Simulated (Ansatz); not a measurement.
# LaCo2B2: from the start to rest

Wanted: the geometry at rest of LaCo2B2 (a structure type of another compound, with these elements put in), relaxing cell and atoms, and its electronic structure there.

All numbers below are computed with Ansatz 0.2.0 (DFT, LDA, spin-orbit coupling, plane waves, PAW).

### Step 1. The structure

Symmetry: I4/mmm, No. 139, tetragonal system. Conventional cell: a = 3.733 Å, b = 3.733 Å, c = 9.364 Å, α = 90.00°, β = 90.00°, γ = 90.00°. La (site symmetry 4/mmm) is surrounded by 8 B at 2.87 Å and 8 Co at 2.99 Å. Around B (site symmetry 4mm) lie 4 Co at 2.23 Å and 1 B at 2.25 Å and 4 La at 2.87 Å. Co (site symmetry -4m2) is surrounded by 4 B at 2.23 Å.

The coordinates stand in the input below.

The first density is read from a saved solution for the starting cell.

### Step 2. The relaxation

The input, input.yaml:

```yaml
crystal:
  lattice:
    - [0.0, 3.73252174, 0.0]
    - [3.73252174, 0.0, 0.0]
    - [1.86626087, 1.86626087, -4.6819094]
  atoms:
    - { symbol: La, position: [0.0, 0.0, 0.0] }
    - { symbol: B, position: [0.38, 0.38, 0.24] }
    - { symbol: B, position: [0.62, 0.62, 0.76] }
    - { symbol: Co, position: [0.75, 0.25, 0.5], spin: 3, spin_axis: [0.34724, 0.34724, -0.87112] }
    - { symbol: Co, position: [0.25, 0.75, 0.5], spin: 3, spin_axis: [0.34724, 0.34724, -0.87112] }
  symmetry: { tolerance: 0.0003 }
kpoints:
  mp_grid: { grid: [5, 5, 5], shift: [0, 0, 0] }
magnetization:
  noncollinear: true
  spin_orbit: true
scf:
  occupations: { method: fermi_dirac, width: 0.0377 }
  lower_state_search: "off"
hamiltonian:
  pseudopotentials: { kind: paw_fr }
  xc: lda
basis:
  ecutwfc: 420
  fft_grid_basis: typed
relax:
  max_steps: 40
  cell: { p_target: 0.0 }
  f_tol: 0.03
output:
  forces: true
  stress: true
  eigenvalues: true
  bader: true
  populations: true
  elf: true
  write_potential: true
  volumetric_format: npy
  dos:
    e_range: [-12, 8]
    de: 0.05
    projected: { site_lists: { B: [B], Co: [Co], La: [La] } }
    method: { smearing: { sigma: 0.1, scheme: gaussian } }
checkpoint:
  read: saved_state
```

Run with:

```console
ansatz run input.yaml --threads 2 --pin off --max-ram 2560MiB --backend cpu --events-out ev --progress --plain --runs-dir out
```

**Question.** What will these runs give? Wanted: moves; energy gained; largest move; cell; volume; pressure at the end; character; Bader charges; moments.

As calculated:

| quantity | value |
| --- | --- |
| moves | 9 |
| energy gained | 343.0 meV/atom |
| largest move | 0.47 Å (B) |
| space group (0.01 Å), before / after | I4/mmm / I4/mmm |
| cell | a = 3.521 Å, b = 3.521 Å, c = 5.628 Å, α = 71.77°, β = 71.77°, γ = 90.00° |
| volume | 12.51 Å³/atom (-4.1 %) |
| pressure at the end | 0.02 GPa |
| formation energy (elements from separate runs) | -0.54 eV/atom |
| character | metal |
| density of states, mean within 0.25 eV of the Fermi level | 2.1 per eV per cell |
| Bader charges | La +1.38, B -0.45, Co -0.24 e |
| moments | none |

What this shows: The volume shrank by 4.1 %, and the largest move of an atom is 0.47 Å apart from the change of the cell; the energy fell by 343.0 meV per atom. The shape changed more than that tells: the edges moved by -6, -6, +5 %. Bands cross the Fermi level: a metal; within 0.25 eV of the Fermi level the density of states averages 2.1 per eV per cell, mostly Co d (42 %), La d (29 %) and B p (16 %). No moment forms. Set against separate runs on the elements (La dhcp, alpha-rhombohedral (B12), Co hcp), it forms at -0.54 eV per atom, so it holds against falling apart into elements.

Limits of this run: no moment survived this start, and a magnetic state may lie lower; the k mesh is coarse for a cell without a gap.
